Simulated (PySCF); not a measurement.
# C₄H₅FOSe: magnetic properties

What do calculations give for the magnetic properties of C₄H₅FOSe (`O=C[C@@]1(F)CC[Se]1`)?

Programs: PySCF 2.14.0, with routines of our own; each step states its level. All values are computed. Atoms count from 0.

### Step 1. The system as given

12 atoms, charge 0, multiplicity 1; geometry from: GFN2-xTB.

### Step 2. Magnetic properties: GIAO B97-2/pcSseg-1

What the job is given:

```
{"job": {"kind": "mag", "xc": "B97-2", "basis": "pcSseg-1", "isotopologues": 2}, "charge": 0, "multiplicity": 1}
O      1.324817     1.713675     0.406471
C      1.613681     0.680205    -0.132620
C      0.707083    -0.499614    -0.203321
F      1.384282    -1.673284    -0.288441
C     -0.515334    -0.502542     0.704110
C     -1.485418     0.240999    -0.213871
Se    -0.408790    -0.095281    -1.852651
H      2.557570     0.534286    -0.688682
H     -0.334849    -0.008476     1.659477
H     -0.831768    -1.530195     0.879726
H     -1.520499     1.311617    -0.019883
H     -2.489574    -0.172076    -0.276343
```

With the program's defaults for keys left out, this is: GIAO B97-2/pcSseg-1 magnetisability, rotational g tensor and spin-rotation constants, non-relativistic, gas phase.

Run with:

```bash
OMP_NUM_THREADS=1 python excited_run.py task.json out
```

One launch serves the whole session: the jobs run in the order shown.

Output:

```text
coarse grid: 50896 points
cycle   1  E = -2732.0843086814  dE =  6.304e-02  |g| = 1.079e+00  |ddm| = 3.357e+00
cycle   2  E = -2731.4311756403  dE =  6.531e-01  |g| = 2.048e+00  |ddm| = 2.734e+00
cycle   3  E = -2732.2324192928  dE = -8.012e-01  |g| = 3.054e-01  |ddm| = 2.355e+00
cycle   4  E = -2732.2476875737  dE = -1.527e-02  |g| = 1.335e-01  |ddm| = 3.110e-01
cycle   5  E = -2732.2502200353  dE = -2.532e-03  |g| = 3.393e-02  |ddm| = 1.056e-01
cycle   6  E = -2732.2503913973  dE = -1.714e-04  |g| = 7.653e-03  |ddm| = 2.805e-02
cycle   7  E = -2732.2504018972  dE = -1.050e-05  |g| = 2.590e-03  |ddm| = 8.140e-03
cycle   8  E = -2732.2504034941  dE = -1.597e-06  |g| = 9.881e-04  |ddm| = 3.502e-03
final grid: 107584 points
cycle   9  E = -2732.2503968198  dE =  4.442e-07  |g| = 1.810e-03  |ddm| = 3.520e-03
cycle  10  E = -2732.2503947945  dE =  2.025e-06  |g| = 3.558e-03  |ddm| = 5.021e-03
cycle  11  E = -2732.2503975726  dE = -2.778e-06  |g| = 2.666e-04  |ddm| = 3.238e-03
cycle  12  E = -2732.2503975878  dE = -1.515e-08  |g| = 4.212e-05  |ddm| = 2.510e-04
cycle  13  E = -2732.2503975881  dE = -3.420e-10  |g| = 8.506e-06  |ddm| = 3.784e-05
converged SCF energy = -2732.2503975881

Magnetisability tensor (1e-30 J/T^2)
    -1176.48      147.36      -91.20
      147.36     -942.35       80.05
      -91.20       80.05    -1194.81
isotropic -1104.55   principal values   -1341.96  -1104.08   -867.60
isotropic susceptibility -66.517 1e-6 cm^3/mol

Inertial axes            a          b          c
rot. const./GHz      2.4146     1.5511     1.4418
chi total           -73.941    -62.344    -63.268
chi diamagnetic    -577.228   -801.952   -833.103
chi paramagnetic    503.287    739.608    769.836
quadrupole/D A       -0.953     -7.295      8.248
g nuclear            0.5479     0.5184     0.4968
g electronic        -0.5709    -0.5390    -0.5214
g total             -0.0230    -0.0205    -0.0247

Spin-rotation constants (kHz, H = +C I.J)
atom  isotope        aa         bb         cc
  3    19F        2.030      1.626      0.890
  7     1H       -0.182     -0.072      0.097
  8     1H       -0.028     -0.124     -0.111
  9     1H       -0.272     -0.033     -0.046
 10     1H       -0.234      0.053     -0.152
 11     1H       -0.076     -0.186     -0.038
  0    17O*      -0.557     -1.267     -0.718
  1    13C*       0.747      0.612      0.713
  2    13C*       0.696      0.341      0.456
  4    13C*       0.434      0.266      0.244
  5    13C*       0.308      0.245      0.193
  6   77Se*       4.844      2.820      4.329
* in the singly substituted isotopologue

Isotopologues: g along a, b, c
2H    at 7,8,9,10,11       -0.0208    -0.0190    -0.0238
18O   at 0                 -0.0235    -0.0196    -0.0236
```

It took 46 s on 1 thread of Arm Neoverse N1, shared host; peak memory 0.76 GiB.

Key values:

```tsv
quantity	value
magnetisability	-1105·10⁻³⁰ J/T²
molar susceptibility	-66.5·10⁻⁶ cm³/mol
rotational g (a, b, c)	-0.0230, -0.0205, -0.0247
```

### Step 3. Magnetic properties: GIAO PBE0/6-31G*

Settings changed since step 2:

```diff
@@ -1,2 +1,2 @@
-{"job": {"kind": "mag", "xc": "B97-2", "basis": "pcSseg-1", "isotopologues": 2}, "charge": 0, "multiplicity": 1}
+{"job": {"kind": "mag", "xc": "PBE0", "basis": "6-31G*", "scf": {"aux": "def2-universal-jkfit"}}, "charge": 0, "multiplicity": 1}
 O      1.324817     1.713675     0.406471
```

Method: GIAO PBE0/6-31G* magnetisability, rotational g tensor and spin-rotation constants, non-relativistic, gas phase.

Output:

```text
final grid: 107584 points
cycle   1  E = -2730.9089071003  dE =  2.195e-01  |g| = 9.028e-01  |ddm| = 3.555e+00
cycle   2  E = -2730.3535789842  dE =  5.553e-01  |g| = 1.898e+00  |ddm| = 2.475e+00
cycle   3  E = -2731.0647808408  dE = -7.112e-01  |g| = 1.638e-01  |ddm| = 1.927e+00
cycle   4  E = -2731.0689795876  dE = -4.199e-03  |g| = 9.055e-02  |ddm| = 2.174e-01
cycle   5  E = -2731.0703089375  dE = -1.329e-03  |g| = 1.905e-02  |ddm| = 7.405e-02
cycle   6  E = -2731.0703834500  dE = -7.451e-05  |g| = 6.064e-03  |ddm| = 2.246e-02
cycle   7  E = -2731.0703915418  dE = -8.092e-06  |g| = 1.862e-03  |ddm| = 7.719e-03
cycle   8  E = -2731.0703923732  dE = -8.314e-07  |g| = 8.192e-04  |ddm| = 3.040e-03
cycle   9  E = -2731.0703925197  dE = -1.465e-07  |g| = 1.589e-04  |ddm| = 1.077e-03
cycle  10  E = -2731.0703925249  dE = -5.245e-09  |g| = 3.862e-05  |ddm| = 2.183e-04
cycle  11  E = -2731.0703925254  dE = -4.266e-10  |g| = 1.125e-05  |ddm| = 6.942e-05
converged SCF energy = -2731.0703925254

Magnetisability tensor (1e-30 J/T^2)
    -1160.62      140.13      -97.53
      140.13     -931.53       84.49
      -97.53       84.49    -1187.00
isotropic -1093.05   principal values   -1334.04  -1084.23   -860.88
isotropic susceptibility -65.825 1e-6 cm^3/mol

Inertial axes            a          b          c
rot. const./GHz      2.4146     1.5511     1.4418
chi total           -73.647    -61.299    -62.528
chi diamagnetic    -575.222   -800.637   -830.996
chi paramagnetic    501.574    739.338    768.467
quadrupole/D A       -1.288     -6.454      7.742
g nuclear            0.5479     0.5184     0.4968
g electronic        -0.5690    -0.5388    -0.5205
g total             -0.0211    -0.0203    -0.0237

Spin-rotation constants (kHz, H = +C I.J)
atom  isotope        aa         bb         cc
  3    19F        1.784      1.498      0.846
  7     1H       -0.191     -0.071      0.090
  8     1H       -0.039     -0.128     -0.115
  9     1H       -0.281     -0.040     -0.050
 10     1H       -0.241      0.047     -0.158
 11     1H       -0.086     -0.191     -0.043
  0    17O*      -0.495     -1.200     -0.671
  1    13C*       0.678      0.578      0.655
  2    13C*       0.638      0.311      0.420
  4    13C*       0.383      0.237      0.218
  5    13C*       0.266      0.213      0.167
  6   77Se*       4.143      2.453      3.808
* in the singly substituted isotopologue
```

Run time: 32 s. Hardware: 1 thread of Arm Neoverse N1, shared host; peak memory 0.7 GiB.

Key values:

```tsv
quantity	value
magnetisability	-1093·10⁻³⁰ J/T²
molar susceptibility	-65.8·10⁻⁶ cm³/mol
rotational g (a, b, c)	-0.0211, -0.0203, -0.0237
```

### Step 4. Magnetic properties side by side

```tsv
level	ξ (10⁻³⁰ J/T²)	g(a)	g(b)	gap (eV)	functions	time
GIAO B97-2/pcSseg-1	-1105	-0.0230	-0.0205	4.74	168	46 s
GIAO PBE0/6-31G*	-1093	-0.0211	-0.0203	5.08	126	32 s
```

### Step 5. Summary of results

| quantity | value |
| --- | --- |
| magnetisability (step 2, GIAO B97-2/pcSseg-1) | -1105·10⁻³⁰ J/T² |
| molar susceptibility (step 2, GIAO B97-2/pcSseg-1) | -66.5·10⁻⁶ cm³/mol |
| rotational g (a, b, c) (step 2, GIAO B97-2/pcSseg-1) | -0.0230, -0.0205, -0.0247 |
| magnetisability over the levels | -1105 to -1093·10⁻³⁰ J/T² |

Steps that list no spin-orbit terms leave them out, which matters at and beside the heavy atoms. The magnetisability spreads by 1.0 % over 2 levels, from GIAO B97-2/pcSseg-1 (46 s) to GIAO PBE0/6-31G* (32 s); the runs took 32 s to 46 s. Two levels can agree by chance, so this spread shows no convergence. Vibrational averaging and real surroundings are missing from these values.
